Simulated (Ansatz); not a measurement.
The system is ZnWO4.

```
CELL_PARAMETERS angstrom
4.69860 0.00000 0.00000
0.00000 5.72930 0.00000
-0.05299 0.00000 4.93642
ATOMIC_POSITIONS crystal
W 0.00000 0.81742 0.75000
W 0.00000 0.18258 0.25000
Zn 0.50000 0.31600 0.75000
Zn 0.50000 0.68400 0.25000
O 0.25650 0.62230 0.89960
O 0.74350 0.62230 0.60040
O 0.74350 0.37770 0.10040
O 0.25650 0.37770 0.39960
O 0.21690 0.89490 0.43630
O 0.78310 0.89490 0.06370
O 0.78310 0.10510 0.56370
O 0.21690 0.10510 0.93630
```

* Program: Ansatz 0.2.0
* Task: relaxation of cell and atoms
* Functional: PBEsol
* Potentials or basis: Ansatz PAW
* Cutoff: 420 eV (not typed: the program's choice for these potentials)
* k mesh: 6 × 5 × 6
* Occupations: fermi-dirac, width 0.05 eV
* Spin: no spin polarisation

At the start: volume 11.07 Å³/atom.

Task: Where does the relaxation end?

Result: It ends after 11 steps and the volume is 10.90 Å³/atom (-1.5 %); space group P2/c (No. 13, to 0.05 Å).

Step by step:
```
step  energy change (eV)  largest force (eV/Å)  volume (Å³)
   1              0.0000                0.1389       132.89
   2             -0.0269                0.1428       131.45
   3             -0.0355                0.0800       130.83
   4             -0.0373                0.0666       130.80
   5             -0.0373                0.0225       130.91
   6             -0.0372                0.0050       130.95
   7             -0.0280                0.0051       130.95
   8             -0.0286                0.0178       130.83
   9             -0.0286                0.0140       130.84
  10             -0.0285                0.0018       130.85
  11             -0.0280                0.0019       130.85
```

Final structure:
```
W Zn O
1.0
     4.66482    0.00000    0.00114
     0.00000    5.71567    0.00000
    -0.05141    0.00000    4.90760
W Zn O
2 2 8
Direct
  0.00000 0.81865 0.75000
  0.00000 0.18135 0.25000
  0.50000 0.32211 0.75000
  0.50000 0.67789 0.25000
  0.25743 0.62393 0.90301
  0.74257 0.62393 0.59699
  0.74257 0.37607 0.09699
  0.25743 0.37607 0.40301
  0.21699 0.89427 0.43483
  0.78301 0.89427 0.06517
  0.78301 0.10573 0.56517
  0.21699 0.10573 0.93483
```

The cell as given is a measured one (11.07 Å³/atom); PBEsol puts the equilibrium volume -1.5 % from it, thermal expansion not counted.

Caveat: the plane-wave basis is chosen anew once the cell has moved, so the energies of steps on either side of that aren't comparable; the pressure holds a Pulay correction of +0.9 GPa for the finite cutoff; the PAW data sets come from PBE, with cores solved anew for the run's functional, which leaves a small shift of forces and pressure.
